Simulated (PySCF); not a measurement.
# Towards the basis-set limit for CuBr

The task here is to estimate one member of a computed series from the others.

Program: PySCF 2.14.0. Level of theory: CCSD(T) on RHF, scalar-relativistic core potentials. These are calculated values, not measurements.

2 further runs of the same task are left out: 2 set aside as unsound or not needed.

Set-up of the first run:

```yaml
molecule: CuBr
state: singlet, unpaired electrons none
smaller_basis: Cu cc-pVTZ-PP with ECP10, Br cc-pVTZ-PP with ECP10
larger_basis: Cu cc-pVQZ-PP with ECP10, Br cc-pVQZ-PP with ECP10
frozen_core_orbitals: 13
extrapolation: correlation as n⁻³ (n = 3, 4), Hartree–Fock as (n+1)·exp(−9√n)
corrections: none
distances_Å: 1.9284, 2.0160, 2.1037, 2.1913, 2.2790, 2.3886, 2.4981
masses_u: 62.9296, 78.9183
dissociation_limit: Cu + Br
```

Started as:

```console
$ OMP_NUM_THREADS=4 python comp.py task.json out
```

Steps of the session up to this table: Coupled cluster at each distance.

One table of the session follows, with a row left open; its other results are not shown here.

```
               level  Re (Å)  ωe (cm⁻¹)  ωexe (cm⁻¹)  αe (cm⁻¹)  De (eV)
CCSD(T)/cc-pVTZ(-PP)  2.1867      308.6        0.929   0.000451    3.313
CCSD(T)/cc-pVQZ(-PP)  2.1788      311.4        0.947   0.000454    3.422
              HF/CBS       ?          ?            ?          ?        ?
             MP2/CBS  2.1398      330.0        0.993   0.000468    3.673
            CCSD/CBS  2.1867      307.8        0.906   0.000442    3.370
         CCSD(T)/CBS  2.1739      314.3        0.953   0.000453    3.496
```

Estimate the missing values for HF/CBS.

The run gave: Re (Å): 2.2781; ωe (cm⁻¹): 271.6; ωexe (cm⁻¹): 0.764; αe (cm⁻¹): 0.000401; De (eV): 2.363. In the column «Re (Å)» it is the highest.

The last step gives Re = 2.1739 Å, ωe = 314.3 cm⁻¹ and De = 3.496 eV; the smaller basis alone is off from it by +12.8 mÅ and -0.18 eV. Near the minimum the mean field binds by 2.32 eV and correlation adds 1.17 eV of binding. T1 is 0.028. Spin–orbit coupling, core–valence correlation and excitations beyond (T) are left out. The outer-core shells of Cu are frozen, which can move the bond length by hundredths of an ångström.
